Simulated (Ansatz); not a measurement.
# FH₃OSSi: taking an electron away

How much energy removes an electron from FH₃OSSi at fixed geometry? The cation is run at each level and the neutral's energy taken from earlier runs.

The runs use Ansatz 0.2.0, Gaussian basis; unrestricted cation, the program's frozen cores in correlated methods.

Levels to be run: UKS PBE-D4/def2-TZVPP; UKS r2SCAN-D4/def2-TZVPP; UKS PBE0-D4/def2-TZVPP; UKS B3LYP-D4/def2-TZVPP; UKS wB97X-V/def2-TZVPP; UKS wB97M-V/def2-TZVPP; UKS B2PLYP/def2-TZVPP; UHF-CCSD(T)/def2-TZVPP; UHF-MP2/def2-QZVPP; extrapolation to the limit; then −ε(HOMO) from the neutral's earlier runs with LDA (SPW92), PBE-D4, revPBE-D4, BLYP-D4, r2SCAN-D4, B97M-V, PBE0-D4, B3LYP-D4, r2SCANh-D4, r2SCAN0-D4, HSE06-D4, BHLYP-D4, CAM-B3LYP-D4, LC-ωPBE, ωB97X-V, ωB97M-V.

### 1 The geometry

An earlier PBE0-D4 in a triple-zeta def2 set relaxation fixed the geometry.

SMILES `O[SiH](F)S`, 7 atoms, charge 0, spin multiplicity 1.

Atoms are counted from 1 here; the program's logs count them from 0.

Bond lengths: O1–Si2 1.624 Å, O1–H5 0.959 Å, Si2–F3 1.594 Å, Si2–S4 2.124 Å, Si2–H6 1.470 Å, S4–H7 1.344 Å. Angles: Si2–O1–H5 118.6°, O1–Si2–F3 112.2°, O1–Si2–S4 108.9°, O1–Si2–H6 106.6°, F3–Si2–S4 107.3°, F3–Si2–H6 107.1°, S4–Si2–H6 114.9°, Si2–S4–H7 93.3°.

### 2 Cation, UKS PBE-D4/def2-TZVPP

File in.yaml:

```yaml
crystal:
  periodic: [false, false, false]
  atoms:
    - {symbol: O, position_ang: [-1.252697, 1.036702, -0.295582]}
    - {symbol: Si, position_ang: [-0.023336, 0.209850, 0.369331]}
    - {symbol: F, position_ang: [1.374209, 0.953751, 0.184323]}
    - {symbol: S, position_ang: [0.135034, -1.677125, -0.592281]}
    - {symbol: H, position_ang: [-1.313727, 1.078416, -1.251870]}
    - {symbol: H, position_ang: [-0.291261, 0.148577, 1.813827]}
    - {symbol: H, position_ang: [1.432978, -1.818173, -0.273348]}
basis:
  gaussian: {orbitals: def2-TZVPP}
total_charge: 1
magnetization: {spin_polarized: true, initial_magnetization: 1}
hamiltonian: {xc: pbe, dispersion: d4}
```

After this run come: Cation, UKS r2SCAN-D4/def2-TZVPP; Cation, UKS PBE0-D4/def2-TZVPP; Cation, UKS B3LYP-D4/def2-TZVPP; Cation, UKS wB97X-V/def2-TZVPP; Cation, UKS wB97M-V/def2-TZVPP; Cation, UKS B2PLYP (frozen core)/def2-TZVPP; Cation, UHF-CCSD(T)/def2-TZVPP; Cation, UHF-MP2/def2-QZVPP.

Before running them: what should the planned runs give, taken together? Wanted: ionisation energy, CCSD(T)/CBS; nearest functional by difference; nearest −ε(HOMO); −ε(HOMO) of PBE; T1 of the cation.

**Answer**, as computed:

| quantity | value |
| --- | --- |
| ionisation energy, CCSD(T)/CBS | 10.57 eV |
| nearest functional by difference | ωB97X-V (-0.13 eV) |
| nearest −ε(HOMO) | LC-ωPBE (+0.15 eV) |
| −ε(HOMO) of PBE | 6.67 eV |
| T1 of the cation | 0.015 |

**Reading.** Energy differences with functionals land within 0.36 eV of the reference. The PBE orbital energy is 3.9 eV too small: a semilocal HOMO is no ionisation energy. Among orbital estimates LC-ωPBE comes nearest. Hartree-Fock falls 1.20 eV short, as the neutral has more correlation energy than the cation.
